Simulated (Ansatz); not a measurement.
# Iridium, diamond under LDA: from relaxation to bulk modulus

The plan for iridium in the diamond structure: relax it, solve it on a dense k-mesh, switch on spin-orbit coupling, then scale the cell to 7 volumes from 88 to 112 % of the relaxed one and try a fit of the equation of state. The k-meshes are 10×10×10 for the relaxation; 16×16×16 for the dense run; 10×10×10 for spin-orbit coupling; 11×11×11 for the volumes.

This is Ir in the diamond structure; at room conditions it is fcc.

Program: Ansatz 0.2.0. Level of theory: DFT LDA (PW92), plane waves (420 eV) with PAW, scalar-relativistic; PBE-made PAW files. These are calculated values, not measurements.

**1. Starting point**

The structure is cubic, space group Fd-3m (No. 227). Conventional cell: a = 5.346 Å, b = 5.346 Å, c = 5.346 Å, α = 90.00°, β = 90.00°, γ = 90.00°. Ir (site symmetry -43m) is surrounded by 4 Ir at 2.32 Å.

Structure file:

```cif
data_structure
_symmetry_space_group_name_H-M 'Fd-3m:1'
_symmetry_Int_Tables_number 227
_cell_length_a 5.3463
_cell_length_b 5.3463
_cell_length_c 5.3463
_cell_angle_alpha 90.000
_cell_angle_beta 90.000
_cell_angle_gamma 90.000
_cell_volume 152.81
loop_
_atom_site_label
_atom_site_type_symbol
_atom_site_symmetry_multiplicity
_atom_site_Wyckoff_symbol
_atom_site_fract_x
_atom_site_fract_y
_atom_site_fract_z
_atom_site_occupancy
Ir1 Ir 8 b 0.75000 0.75000 0.75000 1
```

**2. Relaxing cell and atoms**

input.yaml

```yaml
crystal:
  lattice:
    - [0.0, 2.6731374252, 2.6731374252]
    - [2.6731374252, 0.0, 2.6731374252]
    - [2.6731374252, 2.6731374252, 0.0]
  atoms:
    - { symbol: Ir, position: [0.125, 0.125, 0.125] }
    - { symbol: Ir, position: [0.875, 0.875, 0.875] }
hamiltonian:
  xc: lda
  pseudopotentials:
    kind: paw
    azcp:
      Ir: "pseudopotentials/Ir.paw.azcp"
basis:
  ecutwfc: 420
  fft_grid_basis: typed
kpoints:
  mp_grid: { grid: [10, 10, 10], shift: [0, 0, 0] }
magnetization:
  spin_polarized: false
scf:
  occupations: { method: fermi_dirac, width: 0.1 }
relax:
  max_steps: 60
  f_tol: 0.01
  cell: {}
output:
  write_density: true
  write_potential: true
  elf: true
  volumetric_format: npy
```

After this run come: The energy on a finer k-mesh; A two-component run at the same geometry; At 88 % of the relaxed volume; At 92 % of the relaxed volume; At 96 % of the relaxed volume; At 100 % of the relaxed volume; At 104 % of the relaxed volume; At 108 % of the relaxed volume; At 112 % of the relaxed volume.

Q: Predict the outcome of this session. Wanted: space group; conventional cell; volume; shortest distance; gap on the mesh; relative to fcc; V₀, B₀, B₀′.

As calculated:

| quantity | value |
| --- | --- |
| space group (spins left aside) | Fd-3m (No. 227) |
| conventional cell | a = 5.477 Å |
| volume | 20.538 Å³/atom |
| shortest distance | 2.372 Å |
| gap on the mesh | none (levels filled in part) |
| relative to fcc | +1228 meV/atom |
| V₀, B₀, B₀′ | 20.502 Å³/atom, 218 GPa, 4.9 |

The relaxation enlarged the cell by 7.5 % in volume. Against the reference form of iridium (fcc, computed apart with the same settings) it stands 1228 meV/atom higher, so it is far from stable. Levels at the Fermi energy are filled in part, as in a metal. Totals with and without spin-orbit coupling (-30.6 eV/atom apart) can't be read as binding, since the two-component data shift the zero of energy. The fitted modulus is 218 GPa. Relaxation kept the symmetry; phonons were not checked.
